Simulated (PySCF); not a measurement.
# CH6AlOSi (SMILES [CH3][Al][O][SiH3]): UB3LYP/cc-pVDZ

Aim: the vertical ionisation energy of CH6AlOSi at UB3LYP/cc-pVDZ, from 2 runs. The job is set up through a Python script.

Program for the calculation: PySCF 2.14.0.

### 1 The structure to begin with

CH6AlOSi has 10 atoms, charge 0, and is taken as a doublet. As SMILES, `[CH3][Al][O][SiH3]`. The coordinates come from a PBE0-D4/def2-TZVP relaxation. This is one conformer, not always the lowest.

Bond lengths: C1–Al2 1.967 Å, Al2–O3 1.696 Å, O3–Si4 1.625 Å, C1–H5 1.095 Å, C1–H6 1.095 Å, C1–H7 1.091 Å, Si4–H8 1.489 Å, Si4–H9 1.487 Å, Si4–H10 1.488 Å. Some angles: C1–Al2–O3 116.4°, Al2–O3–Si4 163.5°, Al2–C1–H5 108.9°, Al2–C1–H6 109.0°, Al2–C1–H7 113.2°, O3–Si4–H8 111.1°, O3–Si4–H9 110.0°, O3–Si4–H10 110.0°, H5–C1–H6 107.8°, H5–C1–H7 108.9°.

### 2 A single-point energy at UB3LYP/cc-pVDZ

Input file job.py:

```python
from pyscf import gto, dft

mol = gto.M(
    atom='''
C    0.243800   1.981800  -1.341400
Al   1.086500   0.300600  -0.766100
O    0.194200  -0.660700   0.309100
Si  -0.287900  -1.859400   1.294000
H   -0.701000   1.751800  -1.844500
H    0.014800   2.586100  -0.457700
H    0.869800   2.566000  -2.016900
H    0.686800  -2.984600   1.283800
H   -1.611000  -2.377800   0.854700
H   -0.413000  -1.355000   2.687900
''',
    max_memory=1860,
    charge=0,
    basis='cc-pvdz',
    spin=1,
    verbose=3,
)

mf = dft.UKS(mol)
mf.xc = 'b3lyp'
mf.grids.level = 0
mf.conv_tol = 1e-10
mf.kernel()
if not mf.converged:
    mf = mf.newton().run(mf.mo_coeff, mf.mo_occ)

energy = mf.e_tot
print(f'total energy: {energy:.8f} hartree')
```

On the command line:

```bash
$ OMP_NUM_THREADS=1 python job.py
```

Standard output:

```text
converged SCF energy = -648.936278639976  <S^2> = 0.75239936  2S+1 = 2.0023979
total energy: -648.93627864 hartree
```

It took 4.5 s on 1 thread of Arm Neoverse V1, shared host; peak memory 0.23 GiB.

### 3 The singlet cation, same level

Input file input.xyz:

```xyz
10
CH6AlOSi
C      0.243800     1.981800    -1.341400
Al     1.086500     0.300600    -0.766100
O      0.194200    -0.660700     0.309100
Si    -0.287900    -1.859400     1.294000
H     -0.701000     1.751800    -1.844500
H      0.014800     2.586100    -0.457700
H      0.869800     2.566000    -2.016900
H      0.686800    -2.984600     1.283800
H     -1.611000    -2.377800     0.854700
H     -0.413000    -1.355000     2.687900
```

Input file job.py:

```python
from pyscf import gto, dft

system = gto.M(
    atom='input.xyz',
    verbose=3,
    charge=1,
    max_memory=1860,
    basis='cc-pvdz',
    spin=0,
)

mf = dft.RKS(system)
mf.xc = 'b3lyp'
mf.grids.level = 0
mf.conv_tol = 1e-10
mf.kernel()
if not mf.converged:
    mf = mf.newton().run(mf.mo_coeff, mf.mo_occ)

etot = mf.e_tot
print('E = %.10f Eh' % etot)
```

On the command line:

```bash
$ OMP_NUM_THREADS=1 python job.py
```

Standard output:

```text
converged SCF energy = -648.663508060562
E = -648.6635080606 Eh
```

It took 3 s on 1 thread of Arm Neoverse V1, shared host; peak memory 0.23 GiB.

### 4 Outcome

Level: UB3LYP/cc-pVDZ.

```
                                            quantity          value
                      doublet CH6AlOSi: total energy  -648.93628 Eh
                     doublet CH6AlOSi: dipole moment         1.08 D
doublet CH6AlOSi: HOMO energy (highest over α and β)       -5.13 eV
 doublet CH6AlOSi: LUMO energy (lowest over α and β)       -2.41 eV
                              doublet CH6AlOSi: ⟨S²⟩          0.752
                        singlet cation: total energy  -648.66351 Eh
                         singlet cation: HOMO energy      -12.60 eV
                         singlet cation: LUMO energy       -9.57 eV
                       singlet cation: HOMO–LUMO gap        3.04 eV
  vertical ionisation energy (to the singlet cation)       7.422 eV
```

What this shows: The vertical ionisation energy comes to 7.42 eV (716 kJ/mol). Only the singlet of the ionised species was computed; a triplet could lie lower. Mulliken charges (doublet CH6AlOSi) run from -0.56 on O3 to +0.50 on Si4; they depend strongly on the basis. Mulliken charges (singlet cation) run from -0.52 on O3 to +0.93 on Al2.
